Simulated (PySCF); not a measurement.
# Cl6Tc ([TcCl6]-): the cost of one run

Computed with PySCF 2.14.0 and routines of our own; the level stands in each step. Atoms count from 0.

## 1. The system as given

7 atoms, charge -1, states of the metal's open shell are computed; geometry from: model geometry, bond lengths from ionic radii.

## 2. Ligand-field states: state-averaged CASSCF

What the job is given:

```
{"job": {"kind": "lf", "basis": {"metal": "x2c-TZVPall", "ligand": "x2c-SVPall"}, "nevpt": true}, "charge": -1, "metal": "Tc", "open_shell": "d2"}
Tc     0.000000     0.000000     0.000000
Cl     0.000000     0.000000     2.310000
Cl     0.000000     0.000000    -2.310000
Cl     2.310000     0.000000     0.000000
Cl    -2.310000     0.000000     0.000000
Cl     0.000000     2.310000     0.000000
Cl    -0.000000    -2.310000     0.000000
```

Level: state-averaged CASSCF of the metal d shell, SC-NEVPT2 on the averaged canonical orbitals, state-interaction spin-orbit coupling.

Run with:

```bash
OMP_NUM_THREADS=1 python lf_run.py task.json out
```

One launch serves the whole session: the jobs run in the order shown.

**Question.** How long does this first job take on 1 thread of Arm Neoverse V2, shared host, and how much memory does it need?

About 34 s, with a peak of 0.49 GiB.
